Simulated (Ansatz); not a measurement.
# TiH (P6_3/mmc): convergence test of the k-point mesh, by script

How fine a k-point mesh does TiH (P6_3/mmc) need? A script is to give a convergence test of the k-point mesh; the system is TiH (P6_3/mmc).

All numbers are computed with Ansatz 0.2.0 through its Python package. Level of theory: DFT r2SCAN, plane waves, PAW.

## 1. The structure

It takes space group P6_3/mmc (No. 194, hexagonal). Conventional cell: a = 2.878 Å, b = 2.878 Å, c = 5.263 Å, α = 90.00°, β = 90.00°, γ = 120.00°. Ti (site symmetry -3m) has 6 H at 2.12 Å as nearest neighbours. H (site symmetry -6m2) is surrounded by 6 Ti at 2.12 Å.

The script holds or builds the structure itself.

## 2. The code

run_kconv.py reads:

```python
"""Convergence of TiH with the k-point mesh."""

import argparse
import warnings

import ansatz
import matplotlib.pyplot as plt

parser = argparse.ArgumentParser(description="Convergence of TiH with the k-point mesh.")
parser.add_argument("--cutoff-ev", type=float, default=530.0, help="plane-wave cutoff (eV)")
parser.add_argument("--width-ev", type=float, required=True, help="smearing width (eV)")
args = parser.parse_args()

warnings.simplefilter("ignore", ansatz.DeckWarning)

system = (
    ansatz.Lattice.from_parameters(2.877582, 2.877582, 5.263294, alpha=90.0, beta=90.0, gamma=120.0)
    .atom("Ti", (0.0, 0.0, 0.0))
    .atom("Ti", (0.0, 0.0, 0.5))
    .atom("H", (2 / 3, 1 / 3, 0.75))
    .atom("H", (1 / 3, 2 / 3, 0.25))
)

setup = (
    system.calculation()
    .functional(ansatz.Functional.R2SCAN)
    .basis(args.cutoff_ev)
    .occupations(ansatz.OccupationsMethod.COLD, width=args.width_ev)
    .stress()
)

rows = []
for value in [(3, 3, 2), (4, 4, 2), (6, 6, 3), (7, 7, 4), (9, 9, 4), (11, 11, 5)]:
    r = setup.kpoints(mesh=value).run().report
    rows.append((value, r["free_energy_ev"] / len(r["lattice"]["sites"]), r["n_iterations"], sum(r["stress_gpa"][i][i] for i in range(3)) / 3, r["n_kpoints"]))

print("        mesh   F/atom (eV)    iterations       P (GPa)      k-points")
for row in rows:
    print(f"{str(row[0]):>12s}  {row[1]:12.5f}  {row[2]:12d}  {row[3]:12.3f}  {row[4]:12d}")

# the last row is the reference
for row in rows[:-1]:
    shift = 1000 * (row[1] - rows[-1][1])
    print(f"{row[0]}: {shift:+.2f} meV/atom" + ("  (within 5 meV)" if abs(shift) < 5 else ""))
plt.figure(figsize=(4.5, 3))
plt.plot([str(row[0]) for row in rows], [1000 * (row[1] - rows[-1][1]) for row in rows], "o-")
plt.xlabel("mesh")
plt.ylabel("F - F(last) (meV/atom)")
plt.tight_layout()
plt.savefig("kconv.png", dpi=100)
```

## 3. What the engine is handed

The package turns the script's settings into the engine's input (first run):

```yaml
crystal:
  lattice:
    a: 2.877582
    b: 2.877582
    c: 5.263294
    alpha: 90.0
    beta: 90.0
    gamma: 120.0
  atoms:
    - { symbol: Ti, position: [0.0, 0.0, 0.0] }
    - { symbol: Ti, position: [0.0, 0.0, 0.5] }
    - { symbol: H, position: [0.6666666666666666, 0.3333333333333333, 0.75] }
    - { symbol: H, position: [0.3333333333333333, 0.6666666666666666, 0.25] }
basis:
  ecutwfc: 530.0
kpoints:
  mp_grid:
    grid: [3, 3, 2]
hamiltonian:
  xc: r2scan
scf:
  occupations:
    method: cold
    width: 0.1
output:
  stress: true
```

## 4. The run

The run is started by

```
$ python run_kconv.py --width-ev 0.1
```

Output:

```text
        mesh   F/atom (eV)    iterations       P (GPa)      k-points
   (3, 3, 2)   -1260.28960             8        -1.169             6
   (4, 4, 2)   -1260.29342             7        -2.790             8
   (6, 6, 3)   -1260.33408             7        -1.163            14
   (7, 7, 4)   -1260.34079             6        -3.132            24
   (9, 9, 4)   -1260.33442             7        -2.602            36
 (11, 11, 5)   -1260.33179             7        -1.789            48
(3, 3, 2): +42.18 meV/atom
(4, 4, 2): +38.37 meV/atom
(6, 6, 3): -2.30 meV/atom  (within 5 meV)
(7, 7, 4): -9.01 meV/atom
(9, 9, 4): -2.63 meV/atom  (within 5 meV)
```

Wall time 16 s (1 thread of Arm Neoverse V1, shared host); peak memory 0.53 GiB.

## 5. What changed from run to run

The engine's inputs for some of the other runs:

Run 2, against run 1:

```diff
@@ -18 +18 @@
-    grid: [3, 3, 2]
+    grid: [4, 4, 2]
```

Run 4, against run 1:

```diff
@@ -18 +18 @@
-    grid: [3, 3, 2]
+    grid: [7, 7, 4]
```

Run 5, against run 1:

```diff
@@ -18 +18 @@
-    grid: [3, 3, 2]
+    grid: [9, 9, 4]
```

## 6. The runs side by side

From the records of these 6 runs:

```
run       k mesh  energy from run 6 (meV/atom)  pressure (GPa)  SCF cycles  CPU time (s)
  1    [3, 3, 2]                         42.18           -1.17           8           1.6
  2    [4, 4, 2]                         38.37           -2.79           7           1.4
  3    [6, 6, 3]                         -2.30           -1.16           7           1.8
  4    [7, 7, 4]                         -9.01           -3.13           6           2.4
  5    [9, 9, 4]                         -2.63           -2.60           7           3.3
  6  [11, 11, 5]                          0.00           -1.79           7           4.1
```

Energies are free energies F = E - TS of the smeared occupations. 

## 7. Outcome

| quantity | value |
| --- | --- |
| runs compared | 6 |
| last run but one, from the last | -2.63 meV/atom |
| within 5 meV/atom of the last run from | [9, 9, 4] |

What this shows: From 9×9×4 on it stays within 5 meV an atom of the value at 11×11×5; the first row (3×3×2) is off by 42.2 meV and the last but one by 2.63 meV. That rests on few rows after larger swings, so the series isn't shown to be converged. It goes up and down, since the sum over k-points isn't variational. The pressure moves from -1.17 to -1.79 GPa. Notes:
- Pressure is positive in compression.
- A row within the bound is followed by one outside it, so the series isn't shown to be converged.
- The structure comes from a database of computed cells and needn't be a stable or known phase.
- Shifts are counted from the finest mesh, which is itself no proven limit.
